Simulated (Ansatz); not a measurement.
# SF2 (sulfur difluoride): CCSDT(Q)/STO-3G

Aim: the electronic atomisation energy of SF2 (sulfur difluoride) at CCSDT(Q)/STO-3G, from 3 runs. 

The calculation is run with Ansatz 0.2.0.

39 further runs of the same task are left out: 4 that didn't finish, 35 set aside as unsound or not needed.

## 1. The molecule

SF2 has 3 atoms, charge 0, and is taken as a singlet. As SMILES, `FSF`. The coordinates come from a PBE0-D4/def2-TZVP relaxation.

Bond lengths: F1–S2 1.590 Å, S2–F3 1.590 Å. Angles: F1–S2–F3 98.6°.

## 2. The energy at CCSDT(Q)/STO-3G

File input.yaml:

```yaml
basis:
  gaussian:
    orbitals: STO-3G
crystal:
  periodic: [false, false, false]
  atoms:
    - {symbol: F, position_ang: [0.440140, 1.116450, 0.365400]}
    - {symbol: S, position_ang: [-0.601990, 0.126530, -0.315250]}
    - {symbol: F, position_ang: [0.161840, -1.242970, -0.050150]}
correlation:
  method: ccsdt_q
  frozen_orbitals: {F: 1, S: 5}
accuracy: high
scf:
  omitted_lower_state_checks: [cluster_reference, increment]
```

Launch:

```console
$ ansatz run input.yaml --threads 1 --pin off --max-ram 3480MiB --events-out events.jsonl --progress --plain --runs-dir runs
```

Output, cut to the lines that bear on the results:

```text
Warning: RAYON_NUM_THREADS=1 ignored (pool sized by the plan → 1); use --threads N
Functional definition: HF
  name "HF"
[...]
337 factors; integrals over basis functions are off by at most 2.8e-8 eV
[...]
mean field -16032.10171475 eV, -589.1688710683 hartree, gradient 4.7e-8 eV, S^2 0.000000; 0 other end points of the search recorded, 0 dependent functions left out
7 core orbitals not correlated: weight in the atoms' cores, before any rotation towards them, 1.000 or more for the frozen orbitals, at most 0.000 for the correlated occupied ones
reference -16032.10171475 eV, -589.1688710683 hartree; 10, 10 occupied and 2, 2 virtual orbitals, 337 factors
second order -1.49314353 eV of doubles, -0.00000000 eV of singles
cycle   1  -1.84057559 eV  change   -3.5e-1 eV  update   6.4e-2
[...]
cycle  23  -2.12514470 eV  change   -1.0e-9 eV  update   1.4e-9
perturbative correction -0.00184529 eV, -0.0000678132 hartree
Total energy: -16034.22870474 eV, -589.2470365086 hartree
Checks for a lower state left out: cluster_reference, increment
```

Wall time 0.5 s (1 thread of Arm Neoverse V2, shared host).

## 3. The F atom at the same level

File input.yaml:

```yaml
crystal:
  periodic: [false, false, false]
  atoms:
    - {symbol: F, position_ang: [0.000000, 0.000000, 0.000000]}
basis:
  gaussian: {orbitals: STO-3G}
magnetization: {spin_polarized: true, initial_magnetization: 1}
correlation: {method: ccsdt_q, frozen_orbitals: {F: 1}}
accuracy: high
scf: {omitted_lower_state_checks: [cluster_reference, increment]}
```

Run the same way, it converges to -97.98651 Eh (log not shown).

## 4. The S atom at the same level

File input.yaml:

```yaml
crystal:
  periodic: [false, false, false]
  atoms:
    - {symbol: S, position_ang: [0.000000, 0.000000, 0.000000]}
basis:
  gaussian: {orbitals: STO-3G}
magnetization: {spin_polarized: true, initial_magnetization: 2}
correlation: {method: ccsdt_q, frozen_orbitals: {S: 5}}
accuracy: high
scf: {omitted_lower_state_checks: [cluster_reference, increment]}
```

Run the same way, it converges to -393.13022 Eh (log not shown).

## 5. Outcome

At CCSDT(Q)/STO-3G, 7 core orbitals frozen:

| quantity | value |
| --- | --- |
| molecule: total energy | -589.24704 Eh |
| molecule: correlation energy (7 core orbitals frozen) | -78.2 mEh |
| molecule: T1 diagnostic | 0.010 |
| F atom: total energy | -97.98651 Eh |
| F atom: correlation energy (1 core orbital frozen) | 0.0 mEh |
| F atom: ⟨S²⟩ of the reference determinant | 0.750 |
| F atom: T1 diagnostic | 0.000 |
| S atom: total energy | -393.13022 Eh |
| S atom: correlation energy (5 core orbitals frozen) | 0.0 mEh |
| S atom: ⟨S²⟩ of the reference determinant | 2.000 |
| S atom: T1 diagnostic | 0.000 |
| electronic atomisation energy | 3.913 eV |

What this shows: Taking the molecule apart into free atoms costs 3.91 eV (90 kcal/mol), before zero-point energy and without spin-orbit coupling. In a minimal basis such a difference can be off by several eV, whatever the method.
